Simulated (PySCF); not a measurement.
# C6H6Si: excited-state relaxation

Wanted: excited-state relaxation for C6H6Si (`C#CC1=CC=C[SiH2]1`).

Computed with PySCF 2.14.0 and routines of our own; the level stands in each step. Atoms count from 0.

## Step 1: The system as given

13 atoms, charge 0, multiplicity 1; geometry from: GFN2-xTB.

## Step 2: Relaxing the molecule at PBE/cc-pVDZ

What the job is given:

```
{"job": {"xc": "PBE", "basis": "cc-pVDZ", "grid": 1, "kind": "geom"}, "charge": 0, "multiplicity": 1}
C      3.174074     0.341279    -0.329876
C      1.982773     0.175824    -0.271201
C      0.602474     0.014270    -0.151007
C     -0.175320    -0.635409    -1.044635
C     -1.588493    -0.692944    -0.736882
C     -1.981350    -0.098862     0.400229
Si    -0.490870     0.655657     1.269799
H      4.212161     0.474171    -0.399663
H      0.207668    -1.094250    -1.945471
H     -2.259078    -1.199686    -1.417539
H     -3.010659    -0.086900     0.716967
H     -0.514451     2.116554     1.340269
H     -0.163319     0.030783     2.551281
```

Launch:

```
OMP_NUM_THREADS=1 python excited_run.py task.json out
```

The driver reads the jobs from task.json and runs them one after another.

What it wrote:

```text
step   0  E = -521.18051129  max force = 0.036381
step   1  E = -521.18815139  max force = 0.004252
step   2  E = -521.18817714  max force = 0.000555
step   3  E = -521.18817966  max force = 0.000472
step   4  E = -521.18818046  max force = 0.000092
optimisation converged
```

Run time: 47 s. Hardware: 1 thread of Arm Neoverse V1, shared host; peak memory 0.56 GiB.

The steps of the relaxation:

```
step  energy from step 0 (eV)  largest force component (eV/Å)
   0                   0.0000                          1.8708
   1                  -0.2079                          0.2186
   2                  -0.2086                          0.0285
   3                  -0.2087                          0.0243
   4                  -0.2087                          0.0047
```

Distances of close pairs at the start and the end, largest changes first:

```
   bond  before (Å)  after (Å)  change (Å)
Si6–H11       1.463      1.509      +0.046
Si6–H12       1.463      1.509      +0.046
  C0–H7       1.049      1.079      +0.030
  C0–C1       1.204      1.231      +0.026
  C2–C3       1.351      1.377      +0.026
  C3–C4       1.447      1.472      +0.025
  C4–C5       1.342      1.366      +0.024
  C4–H9       1.082      1.103      +0.022
```

The next job starts from the end point, and lists it.

```
                         at the end point                value
  point group (found at 0.08 Å tolerance)                   Cs
rotational constants (GHz, main isotopes)  4.790, 1.612, 1.224
                        dipole moment (D)                 0.80
```

## Step 3: Excited-state relaxation: TDA PBE/cc-pVDZ

What the job is given:

```
{"job": {"kind": "xopt", "state": "S1", "method": "TDA", "freq": false, "xc": "PBE", "basis": "cc-pVDZ", "grid": 1}, "charge": 0, "multiplicity": 1}
C      3.313703     0.405498    -0.564020
C      2.096648     0.232338    -0.508472
C      0.702850     0.064380    -0.391077
C     -0.115958    -0.591562    -1.282950
C     -1.551454    -0.648646    -0.961497
C     -1.969590    -0.051814     0.193559
Si    -0.438885     0.684368     1.012291
H      4.381045     0.550426    -0.624771
H      0.270008    -1.059147    -2.203087
H     -2.236038    -1.165469    -1.655186
H     -3.021512    -0.046020     0.509971
H     -0.455403     2.188664     1.132779
H     -0.095657     0.085969     2.354566
```

Level: TDA PBE/cc-pVDZ excited-state geometry optimisation, gas phase.

What it wrote:

```text
final grid: 52328 points
cycle   1  E = -521.1167369367  dE =  7.122e-01  |g| = 4.824e-01  |ddm| = 8.083e+00
cycle   2  E = -521.0550956054  dE =  6.164e-02  |g| = 6.586e-01  |ddm| = 2.516e+00
cycle   3  E = -521.1821092669  dE = -1.270e-01  |g| = 1.467e-01  |ddm| = 1.402e+00
cycle   4  E = -521.1865225435  dE = -4.413e-03  |g| = 7.440e-02  |ddm| = 2.793e-01
cycle   5  E = -521.1878977284  dE = -1.375e-03  |g| = 3.176e-02  |ddm| = 1.374e-01
cycle   6  E = -521.1881367618  dE = -2.390e-04  |g| = 1.139e-02  |ddm| = 5.259e-02
cycle   7  E = -521.1881756840  dE = -3.892e-05  |g| = 3.826e-03  |ddm| = 2.265e-02
cycle   8  E = -521.1881803685  dE = -4.685e-06  |g| = 4.966e-04  |ddm| = 7.470e-03
cycle   9  E = -521.1881804389  dE = -7.034e-08  |g| = 2.929e-04  |ddm| = 1.552e-03
cycle  10  E = -521.1881804588  dE = -1.993e-08  |g| = 1.279e-04  |ddm| = 6.163e-04
cycle  11  E = -521.1881804643  dE = -5.515e-09  |g| = 2.693e-05  |ddm| = 2.626e-04
cycle  12  E = -521.1881804645  dE = -1.703e-10  |g| = 1.459e-05  |ddm| = 7.285e-05
converged SCF energy = -521.1881804645

vertical S1 at the ground-state geometry: 3.4841 eV
step    E(state)/Eh    max force   excitation/eV  root
  0    -521.05246775   0.138714     3.6472      1
  1    -521.06891248   0.009634     2.9594      1
  2    -521.07056213   0.004862     2.9256      1
  3    -521.07108109   0.003164     2.8844      1
  4    -521.07111660   0.003685     2.8354      1
  5    -521.07130227   0.001910     2.8503      1
  6    -521.07135334   0.001405     2.8417      1
  7    -521.07140844   0.001633     2.8195      1
  8    -521.07151363   0.002639     2.7754      1
  9    -521.07185060   0.008332     2.5886      1
 10    -521.07160637   0.020326     2.1857      1
 11    -521.07251562   0.013100     2.3226      1
 12    -521.07349915   0.011077     2.3325      1
 13    -521.07611251   0.019623     2.1686      1
 14    -521.07613415   0.014456     1.8002      1
 15    -521.07746129   0.012543     2.1371      1
 16    -521.07767932   0.007078     2.1139      1
 17    -521.07776539   0.000382     2.0940      1
 18    -521.07777291   0.000180     2.1063      1
optimisation converged
vertical emission 2.1063 eV, adiabatic 3.0043 eV, Stokes shift 1.3778 eV, reorganisation 0.4798 (excited) and 0.8980 eV (ground)
```

Wall time 4.5 min (1 thread of Arm Neoverse V1, shared host); peak memory 0.69 GiB.

Key values:

```
                 quantity    value
  vertical absorption, S1  3.48 eV
     adiabatic energy, S1  3.00 eV
    vertical emission, S1  2.11 eV
         Stokes shift, S1  1.38 eV
geometry moved (RMSD), S1  0.245 Å
```

Bonds of the start that changed most:

```
  bond  start (Å)  end (Å)
 C0–C1      1.231    1.322
 C1–C2      1.409    1.340
 C3–C4      1.472    1.419
 C2–C3      1.377    1.427
Si6–C2      1.912    1.946
 C4–C5      1.366    1.397
```

## Step 4: Excited-state relaxation: UKS PBE/cc-pVDZ

Settings changed since step 3:

```diff
@@ -1,2 +1,2 @@
-{"job": {"kind": "xopt", "state": "S1", "method": "TDA", "freq": false, "xc": "PBE", "basis": "cc-pVDZ", "grid": 1}, "charge": 0, "multiplicity": 1}
+{"job": {"kind": "xopt", "state": "T1", "method": "UKS", "freq": false, "xc": "PBE", "basis": "cc-pVDZ", "grid": 1}, "charge": 0, "multiplicity": 1}
 C      3.313703     0.405498    -0.564020
```

Level: UKS PBE/cc-pVDZ excited-state geometry optimisation, gas phase.

What it wrote:

```text
final grid: 52328 points
cycle   1  E = -521.1167369367  dE =  7.122e-01  |g| = 4.824e-01  |ddm| = 8.083e+00
cycle   2  E = -521.0550956054  dE =  6.164e-02  |g| = 6.586e-01  |ddm| = 2.516e+00
cycle   3  E = -521.1821092669  dE = -1.270e-01  |g| = 1.467e-01  |ddm| = 1.402e+00
cycle   4  E = -521.1865225435  dE = -4.413e-03  |g| = 7.440e-02  |ddm| = 2.793e-01
cycle   5  E = -521.1878977284  dE = -1.375e-03  |g| = 3.176e-02  |ddm| = 1.374e-01
cycle   6  E = -521.1881367618  dE = -2.390e-04  |g| = 1.139e-02  |ddm| = 5.259e-02
cycle   7  E = -521.1881756840  dE = -3.892e-05  |g| = 3.826e-03  |ddm| = 2.265e-02
cycle   8  E = -521.1881803685  dE = -4.685e-06  |g| = 4.966e-04  |ddm| = 7.470e-03
cycle   9  E = -521.1881804389  dE = -7.034e-08  |g| = 2.929e-04  |ddm| = 1.552e-03
cycle  10  E = -521.1881804588  dE = -1.993e-08  |g| = 1.279e-04  |ddm| = 6.163e-04
cycle  11  E = -521.1881804643  dE = -5.515e-09  |g| = 2.693e-05  |ddm| = 2.626e-04
cycle  12  E = -521.1881804645  dE = -1.703e-10  |g| = 1.459e-05  |ddm| = 7.285e-05
converged SCF energy = -521.1881804645

vertical T1 at the ground-state geometry: 2.1149 eV
step    E(state)/Eh    max force   <S^2>
  0    -521.10238871   0.104614    2.0100
  1    -521.12701071   0.008667    2.0127
  2    -521.12780980   0.003300    2.0127
  3    -521.12795257   0.001307    2.0126
  4    -521.12795066   0.001844    2.0126
  5    -521.12798169   0.000468    2.0126
  6    -521.12798467   0.000292    2.0126
optimisation converged
vertical emission 1.1786 eV, adiabatic 1.6380 eV, Stokes shift 0.9364 eV, reorganisation 0.4769 (excited) and 0.4594 eV (ground)
```

Run time: 1.9 min. Hardware: 1 thread of Arm Neoverse V1, shared host; peak memory 0.58 GiB.

Key values:

```
                                     quantity    value
vertical gap at the ground-state geometry, T1  2.11 eV
                         adiabatic energy, T1  1.64 eV
     vertical gap at the relaxed geometry, T1  1.18 eV
               difference of the two gaps, T1  0.94 eV
                    geometry moved (RMSD), T1  0.059 Å
```

Bonds of the start that changed most:

```
  bond  start (Å)  end (Å)
 C2–C3      1.377    1.480
 C3–C4      1.472    1.386
 C4–C5      1.366    1.440
 C1–C2      1.409    1.375
 C0–C1      1.231    1.247
Si6–C2      1.912    1.902
```

## Step 5: Results

```
                                                               quantity                 value
                                                            point group                    Cs
                                   rotational constants (main isotopes)  4.79, 1.61, 1.22 GHz
                      vertical absorption, S1 (step 3, TDA PBE/cc-pVDZ)               3.48 eV
                         adiabatic energy, S1 (step 3, TDA PBE/cc-pVDZ)               3.00 eV
                        vertical emission, S1 (step 3, TDA PBE/cc-pVDZ)               2.11 eV
                             Stokes shift, S1 (step 3, TDA PBE/cc-pVDZ)               1.38 eV
vertical gap at the ground-state geometry, T1 (step 4, UKS PBE/cc-pVDZ)               2.11 eV
                         adiabatic energy, T1 (step 4, UKS PBE/cc-pVDZ)               1.64 eV
     vertical gap at the relaxed geometry, T1 (step 4, UKS PBE/cc-pVDZ)               1.18 eV
               difference of the two gaps, T1 (step 4, UKS PBE/cc-pVDZ)               0.94 eV
```

**Reading.** The optimisation took 4 steps and gained 0.209 eV; among the close pairs (by a distance rule), Si6–H11 changed most, from 1.463 to 1.509 Å. In step 3 the harmonic model is doubtful. Where no frequencies were run, the relaxed excited state may be a saddle. In step 3 (excited-state relaxation), among the bonds C0–C1 changes most, from 1.231 to 1.322 Å. The atoms move far more than that, so angles or torsions carry the main change. In step 4 (excited-state relaxation), among the bonds C2–C3 changes most, from 1.377 to 1.480 Å. ΔSCF (UKS) and response values aren't on one footing and may follow different states, so their differences aren't method errors alone, and singlets and triplets from the two don't rank.
